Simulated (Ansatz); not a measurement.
# NaNb16: the cost of one run

All numbers below are computed with Ansatz 0.2.0 (DFT PBE, plane waves, PAW, scalar-relativistic, no spin polarisation).

## 1. The starting structure

The cell holds 17 atoms (NaNb16): a = 6.600 Å, b = 6.600 Å, c = 6.600 Å, α = 90.00°, β = 90.00°, γ = 90.00°.

Coordinates:

```
CELL_PARAMETERS angstrom
6.60000 0.00000 0.00000
0.00000 6.60000 0.00000
0.00000 0.00000 6.60000
ATOMIC_POSITIONS crystal
Nb 0.00000 0.00000 0.00000
Nb 0.50000 0.00000 0.00000
Nb 0.00000 0.50000 0.00000
Nb 0.00000 0.00000 0.50000
Nb 0.25000 0.25000 0.25000
Nb 0.50000 0.50000 0.00000
Nb 0.50000 0.00000 0.50000
Nb 0.75000 0.25000 0.25000
Nb 0.00000 0.50000 0.50000
Nb 0.25000 0.75000 0.25000
Nb 0.25000 0.25000 0.75000
Nb 0.50000 0.50000 0.50000
Nb 0.75000 0.75000 0.25000
Nb 0.75000 0.25000 0.75000
Nb 0.25000 0.75000 0.75000
Nb 0.75000 0.75000 0.75000
Na 0.73714 0.99989 0.62711
```

## 2. Relaxing the start

input.yaml

```yaml
accuracy: low
crystal:
  lattice:
    - [6.6, 0.0, 0.0]
    - [0.0, 6.6, 0.0]
    - [0.0, 0.0, 6.6]
  atoms:
    - { symbol: Nb, position: [0.0, 0.0, 0.0] }
    - { symbol: Nb, position: [0.5, 0.0, 0.0] }
    - { symbol: Nb, position: [0.0, 0.5, 0.0] }
    - { symbol: Nb, position: [0.0, 0.0, 0.5] }
    - { symbol: Nb, position: [0.25, 0.25, 0.25] }
    - { symbol: Nb, position: [0.5, 0.5, 0.0] }
    - { symbol: Nb, position: [0.5, 0.0, 0.5] }
    - { symbol: Nb, position: [0.75, 0.25, 0.25] }
    - { symbol: Nb, position: [0.0, 0.5, 0.5] }
    - { symbol: Nb, position: [0.25, 0.75, 0.25] }
    - { symbol: Nb, position: [0.25, 0.25, 0.75] }
    - { symbol: Nb, position: [0.5, 0.5, 0.5] }
    - { symbol: Nb, position: [0.75, 0.75, 0.25] }
    - { symbol: Nb, position: [0.75, 0.25, 0.75] }
    - { symbol: Nb, position: [0.25, 0.75, 0.75] }
    - { symbol: Nb, position: [0.75, 0.75, 0.75] }
    - { symbol: Na, position: [0.7371429, -0.0001067, 0.6271068] }
basis:
  ecutwfc: 420.0
kpoints:
  mp_grid: { grid: [2, 2, 2] }
hamiltonian:
  xc: pbe
scf:
  occupations: { method: fermi_dirac, width: 0.1 }
  lower_state_search: "off"
relax:
  f_tol: 0.08
  max_steps: 25
  adjacent_minimum: "off"
```

The run is started by

```
> ansatz run input.yaml --threads 2 --pin off --max-ram 5120MiB --backend cpu --events-out ev --progress --plain --runs-dir out
```

Q: Estimate wall time and peak memory on 2 threads of Arm Neoverse V2, shared host.

About 59 s, with a peak of 0.79 GiB.
